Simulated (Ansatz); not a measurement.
# SiGeS (triplet): wave-function methods side by side at a displaced geometry (v2), cc-pVDZ

One table from this session's results is given with a row withheld; the runs are named, their logs left out.

The runs use Ansatz 0.2.0, Gaussian basis; cc-pVDZ, core rule «outside noble gas», up to 24 orbitals frozen.

Plan: UHF; CCSD(T) on ROHF; CCSD(T) on UHF; BCCD(T) on ROHF; CISD; CCSDT(Q) on ROHF; CCSDT(Q) on UHF.

26 further runs of the same task are left out: 2 for a known fault of the program, 12 that didn't finish, 12 set aside as unsound or not needed.

## The system

The geometry is a PBE0/def2-TZVP stationary point (not a proven minimum) with its atoms shifted at random (size 0.100 Å). No spin-orbit coupling is included. The filled d shell of Ge may be among the frozen orbitals whatever the setting's name suggests; the logs give the count.

3 atoms, charge 0, spin multiplicity 3.

Atoms are counted from 1 here; the program's logs count them from 0.

Bond lengths: Ge1–Si2 2.307 Å, Si2–S3 1.945 Å. Angles: Ge1–Si2–S3 173.5°.

The first run:

Contents of in.yaml:

```yaml
crystal:
  periodic: [false, false, false]
  atoms:
    - {symbol: Ge, position_ang: [0.084376, 0.005225, 2.181931]}
    - {symbol: Si, position_ang: [-0.080498, 0.013599, -0.119375]}
    - {symbol: S, position_ang: [-0.003878, -0.018825, -2.062556]}
basis:
  gaussian: {orbitals: cc-pVDZ}
magnetization: {spin_polarized: true, initial_magnetization: 2}
hamiltonian: {xc: hf}
output: {orbitals: {seedname: orbitals}}
```

Launch:

```bash
ansatz run in.yaml --threads 1 --pin off --events-out ev --progress --plain --max-ram 2393MiB
```

Steps of the session up to this table: UHF; CCSD(T) on ROHF; CCSD(T) on UHF; BCCD(T) on ROHF; CISD; CCSDT(Q) on ROHF; CCSDT(Q) on UHF.

One table of the session follows, with a row left open; its other results are not shown here.

| method | from UCCSDT(Q) (kJ/mol) |
| --- | --- |
| ROHF | ? |
| UHF | +818.4 |
| RMP2 | +128.1 |
| UMP2 | +130.3 |
| CISD | +140.8 |
| RCCSD | +49.9 |
| UCCSD | +49.1 |
| RCCSD(T) | +9.0 |
| UCCSD(T) | +8.8 |
| BCCD(T) | +9.0 |
| RCCSDT | +4.4 |
| UCCSDT | +4.0 |
| RCCSDT(Q) | +1.3 |
| UCCSDT(Q) | 0 |

Q: Estimate the row for ROHF from the others.

As computed: from UCCSDT(Q) (kJ/mol): +829.4. In the column «from UCCSDT(Q) (kJ/mol)» it is the highest.

Limits of these values: Restricted and unrestricted rows rest on different reference determinants; where their highest levels disagree by more than a few hundredths of an eV, they describe different states and don't form one ladder.
